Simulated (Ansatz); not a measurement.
# InSe2: the cost of one run

Method: DFT PBE, scalar-relativistic, plane waves, PAW, in Ansatz 0.2.0.

### 1 Starting point

It takes space group P6/mmm (No. 191, hexagonal). The conventional cell has a = 5.063 Å, b = 5.063 Å, c = 6.033 Å, α = 90.00°, β = 90.00°, γ = 120.00°. Around In (site symmetry 6/mmm) lie 6 Se at 2.92 Å. Se (site symmetry -6m2) has 3 Se at 2.92 Å and 3 In at 2.92 Å as nearest neighbours.

Coordinates:

```xyz
3
Lattice="5.0629 0.0000 0.0000 -2.5315 4.3846 0.0000 0.0000 0.0000 6.0326" Properties=species:S:1:pos:R:3 pbc="T T T"
In    0.0000    0.0000    0.0000
Se    0.0000    2.9231    0.0000
Se    2.5315    1.4615    0.0000
```

It is the end of an earlier relaxation with the same method, from a generated guess; it is a trial structure. At a tolerance of 0.05 Å it has space group P6/mmm (No. 191); it has 44.64 Å³/atom, an uncorrected energy of +0.21 eV/atom over the elements.

### 2 Electronic structure at the relaxed geometry

Contents of input.yaml:

```yaml
crystal:
  lattice:
    - [5.0629397316, 0.0, 0.0]
    - [-2.5314698658, 4.3846344254, 0.0]
    - [0.0, 0.0, 6.0326317916]
  atoms:
    - { symbol: In, position: [0.0, 0.0, 0.0] }
    - { symbol: Se, position: [0.3333333333, 0.6666666667, 0.0] }
    - { symbol: Se, position: [0.6666666667, 0.3333333333, 0.0] }
basis:
  ecutwfc: 420
kpoints:
  mp_grid: { grid: [12, 12, 8] }
  band_path:
    path:
      - [[0.0, 0.0, 0.0], [0.5, 0.0, 0.0], [0.33333333, 0.33333333, 0.0], [0.0, 0.0, 0.0], [0.0, 0.0, 0.5], [0.5, 0.0, 0.5], [0.33333333, 0.33333333, 0.5], [0.0, 0.0, 0.5]]
      - [[0.5, 0.0, 0.5], [0.5, 0.0, 0.0]]
      - [[0.33333333, 0.33333333, 0.5], [0.33333333, 0.33333333, 0.0]]
    npoints: 14
hamiltonian:
  xc: pbe
scf:
  occupations: { method: gaussian, width: 0.1 }
  n_extra_bands: 7
output:
  forces: true
  stress: true
  eigenvalues: true
  populations: true
  dos: { projected: true, de: 0.02, nscf_kmesh: { grid: [15, 15, 10] } }
  bader: true
  write_density: true
  write_potential: true
  elf: true
  volumetric_format: npy
```

Started as:

```console
> ansatz run input.yaml --threads 1 --pin off --max-ram 2560MiB --backend cpu --events-out ev --progress --plain --runs-dir out
```

Q: Estimate wall time and peak memory on 1 thread of Intel Xeon 6975P-C (Granite Rapids), shared host.

About 38 s, with a peak of 0.73 GiB.
